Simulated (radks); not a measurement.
# Ionising titanium step by step, Ti⁴⁺ to Ti¹⁶⁺

The task here is to estimate one member of a computed series from the others.

Program: radks (a radial shooting solver on a logarithmic mesh, Libxc functionals) version 1. Level of theory: non-relativistic Kohn-Sham, r2SCAN, spin-polarised, spherical densities, point nucleus; open shells are filled with parallel spins first. These are calculated values, not measurements, unless marked.

## Starting point

| Quantity | Value |
| --- | --- |
| element | titanium (Z = 22) |
| charges | 4 to 16 |
| first configuration | [Ar] |
| last configuration | [He] 2s2 2p2 |

The outer shells:

Ti⁴⁺
```
[Ne] core
3s [↑↓]
3p [↑↓][↑↓][↑↓]
```

Ti¹⁶⁺
```
[He] core
2s [↑↓]
2p [↑ ][↑ ][  ]
```

Set-up of the first run:

Settings of this run:

```text
Z 22
configuration [Ar]
relativity non-relativistic
functional r2scan,r2scan
spin polarised
nucleus point
```

Steps of the session up to this table: Ti⁴⁺, [Ar]; Ti⁵⁺, [Ne] 3s2 3p5; Ti⁶⁺, [Ne] 3s2 3p4; Ti⁷⁺, [Ne] 3s2 3p3; Ti⁸⁺, [Ne] 3s2 3p2; Ti⁹⁺, [Ne] 3s2 3p1; Ti¹⁰⁺, [Ne] 3s2; Ti¹¹⁺, [Ne] 3s1; Ti¹²⁺, [Ne]; Ti¹³⁺, [He] 2s2 2p5; Ti¹⁴⁺, [He] 2s2 2p4; Ti¹⁵⁺, [He] 2s2 2p3; Ti¹⁶⁺, [He] 2s2 2p2.

One table of the session follows, with a row left open; its other results are not shown here.

```
species  Δ-SCF (eV)  −ε(HOMO) (eV)
   Ti⁴⁺      99.961         90.254
   Ti⁵⁺      119.70         109.76
   Ti⁶⁺      139.66         129.70
   Ti⁷⁺      169.90         158.65
   Ti⁸⁺      192.60         181.20
   Ti⁹⁺      215.38         204.03
  Ti¹⁰⁺      262.21         252.76
  Ti¹¹⁺      289.68         280.11
  Ti¹²⁺      791.49         755.18
  Ti¹³⁺           ?              ?
  Ti¹⁴⁺      936.82         901.00
  Ti¹⁵⁺      1049.5         1008.9
```

Q: Estimate the row for Ti¹³⁺ from the others.

**Answer.** Δ-SCF (eV): 864.54; −ε(HOMO) (eV): 827.96. In the column «Δ-SCF (eV)» it lies between Ti¹²⁺ (791.49) and Ti¹⁴⁺ (936.82).

**Reading.** Reference values: NIST Atomic Spectra Database (exp. measured, semi-emp. semi-empirical, theory a theoretical value adopted there). Per unit of the charge left behind, the cost jumps most at Ti¹²⁺ ([Ne]): from 289.68 to 791.49 eV. There the highest level belongs to another shell. The Δ-SCF values miss the measured or semi-empirical entries by -0.1 % in the signed mean; the largest miss is -1.1 % (Ti¹⁰⁺). Minus the highest eigenvalue gives 90 to 97 % of the Δ-SCF value along the ladder. Open shells are spherical and high-spin; term and fine-structure splittings are not resolved.

**Measured values.**

NIST Atomic Spectra Database reports: ionisation energy of Ti⁴⁺ 99.299 ± 0.012 eV; ionisation energy of Ti⁹⁺ 215.92 ± 0.12 eV; ionisation energy of Ti¹²⁺ 787.67 eV.
